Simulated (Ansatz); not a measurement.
Consider an equation of state with a fit of PtSe₂, space group P-3m1 (the Python package of Ansatz (0.2.0)).

The script, `ptse2_eos.py`:
```python
import warnings

import ansatz as az
import numpy as np
from scipy.optimize import curve_fit

XC = "r2scan"
WIDTH_EV = 0.1
CUTOFF_EV = 600
KGRID = (9, 9, 6)

vectors0 = np.array([
    [3.724, 0.0, 0.0],
    [-1.862, 3.225079, 0.0],
    [0.0, 0.0, 5.062],
])
sites = [
    ("Pt", (0.0, 0.0, 0.0)),
    ("Se", (1 / 3, 2 / 3, 0.25)),
    ("Se", (2 / 3, 1 / 3, 0.75)),
]


def build(cell):
    crystal = az.Crystal(lattice=az.Lattice.of(cell))
    for symbol, position in sites:
        crystal = crystal.atom(symbol, position)
    return crystal

def vinet(v, e0, v0, b0, b1):
    eta = (v / v0) ** (1 / 3)
    return e0 + 2 * b0 * v0 / (b1 - 1) ** 2 * (2 - (5 + 3 * b1 * (eta - 1) - 3 * eta) * np.exp(-1.5 * (b1 - 1) * (eta - 1)))

warnings.simplefilter("ignore", az.DeckWarning)

volumes, energies = [], []
for scale in np.linspace(0.9, 1.1, 9):
    cell = vectors0 * scale ** (1 / 3)
    setup = (
        build(cell).calculation()
        .functional(XC)
        .occupations(az.OccupationsMethod.FERMI_DIRAC, width=WIDTH_EV)
        .basis(CUTOFF_EV)
        .kpoints(*KGRID)
    )
    summary = setup.run(threads=1).report
    volumes.append(abs(np.linalg.det(cell)) / len(sites))
    energies.append(summary["free_energy_ev"] / len(sites))
    print(f"V = {volumes[-1]:8.4f} A^3/atom  F = {energies[-1]:.5f} eV/atom")

guess = (min(energies), volumes[int(np.argmin(energies))], 0.5, 4.5)
(e0, v0, b0, b1), _ = curve_fit(vinet, np.array(volumes), np.array(energies), p0=guess, maxfev=20000)
print(f"Vinet fit: V0 = {v0:.4f} A^3/atom, B0 = {160.21766 * b0:.1f} GPa, B1 = {b1:.2f}")
print("largest residual", round(1000 * float(np.abs(vinet(np.array(volumes), e0, v0, b0, b1) - energies).max()), 3), "meV/atom")
```

Where does the minimum lie against the volume typed, and how stiff is the crystal?

A third-order Birch-Murnaghan fit through the 9 points has its minimum at 21.02 Å³ an atom, 3.7 % above the typed cell, with a bulk modulus of 122 GPa and dB/dP = 4.8. From that minimum the energy rises by 185.4 meV an atom on the compressed side and 26.0 meV on the expanded side.

The run itself:

Running `python ptse2_eos.py` prints:
```text
V =  18.2387 A^3/atom  F = -7831.27585 eV/atom
V =  18.7453 A^3/atom  F = -7831.34358 eV/atom
V =  19.2519 A^3/atom  F = -7831.39369 eV/atom
V =  19.7586 A^3/atom  F = -7831.42851 eV/atom
V =  20.2652 A^3/atom  F = -7831.45005 eV/atom
V =  20.7718 A^3/atom  F = -7831.46006 eV/atom
V =  21.2785 A^3/atom  F = -7831.46008 eV/atom
V =  21.7851 A^3/atom  F = -7831.45141 eV/atom
V =  22.2917 A^3/atom  F = -7831.43521 eV/atom
Vinet fit: V0 = 21.0223 A^3/atom, B0 = 122.2 GPa, B1 = 4.93
largest residual 0.01 meV/atom
```

Caveats:
- Total energies depend on the potentials; only differences at equal settings carry meaning.
- Spin is left out of this run.
- Shape and fractional positions are held along the curve, so the bulk modulus is an upper value where they are free to relax, by a factor of two or more in layered or hydrogen-bonded cells.
- The mesh is modest for a metal, so energies can be off by several to tens of meV an atom and pressures by half a GPa or more; differences at equal mesh fare better.
- Of the deposited cell: the entry's cell lengths or inner coordinates differ somewhat from later room-temperature determinations.
- Spin-orbit coupling, which matters for elements this heavy, is left out.
- The structure is a deposited one; some such entries were measured under pressure or heat, so a shift against it needn't be the functional's error alone.
- The whole script took 2.1 min on 1 thread of Arm Neoverse V2 (shared host), peak memory 0.69 GiB.
